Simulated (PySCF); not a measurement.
# The bond of CoSe, level by level

An exercise on one series of results from a longer session: the logs are not shown, and one member is left open.

The runs use PySCF 2.14.0; Co x2c-TZVPPall, Se x2c-TZVPPall, spin-free X2C with a Gaussian nucleus.

The first run:

The job is set up so:

```
atoms                         : Co, Se
charge                        : 0
basis                         : Co x2c-TZVPPall, Se x2c-TZVPPall
Hamiltonian                   : spin-free X2C with a Gaussian nucleus
basis functions               : 112
electrons treated             : 61
masses in u                   : 58.9332, 79.9165
levels                        : PBE0, PBE, r²SCAN, M06-L, BLYP, B3LYP, M06-2X, LC-ωPBE, HF, MP2, SCS-MP2
grid                          : 80 radial by 434 angular points
occupations                   : held fixed by the projection of orbital angular momentum
dissociation limit            : Co + Se, each in its ground configuration
starting distance in angstrom : 2.185
values of 2S to try           : 1, 3, 5, 7
```

The run is started by

```sh
$ OMP_NUM_THREADS=2 python dia.py task.json out
```

Among the steps run: The job; The PBE0 curve of the state that the search chose; Higher solutions at PBE0; PBE (GGA); r²SCAN (meta-GGA); M06-L; BLYP; B3LYP; M06-2X (hybrid meta-GGA); LC-ωPBE (range-separated hybrid); ROHF (mean field).

One table of the session follows, with a row left open; its other results are not shown here.

It belongs to the step «The curves together». Energy (eV) from each level's lowest point:

```
R (Å)   ROHF  ROHF-MP2  ROHF-SCS-MP2    PBE   BLYP
1.799  2.431     1.258         1.461  1.334  1.464
1.883      ?         ?             ?      ?      ?
1.966  0.692     0.203         0.284  0.194  0.245
2.029  0.362     0.056         0.102  0.048  0.073
2.092  0.153     0.000         0.014  0.000  0.000
2.155  0.040     0.014         0.000  0.027  0.003
2.238  0.000     0.115         0.067  0.147  0.093
2.343  0.074     0.332         0.246  0.385  0.297
2.469  0.269     0.674         0.546  0.744  0.618
2.636  0.599     1.185         1.005  1.267  1.096
```

Q: Estimate the row for R (Å) = 1.883 from the others.

Worked estimate for «ROHF». A straight line through the neighbours (1.799, 2.431) and (1.966, 0.692) gives 2.431 + (0.692 − 2.431) × (1.883 − 1.799) / (1.966 − 1.799) = 1.556; a parabola fitted to 3 rows on both sides gives 1.399.

**Answer.** ROHF: 1.377; ROHF-MP2: 0.586; ROHF-SCS-MP2: 0.722; PBE: 0.598; BLYP: 0.687. In «ROHF» the line misses by +0.179 and the parabola by +0.022.
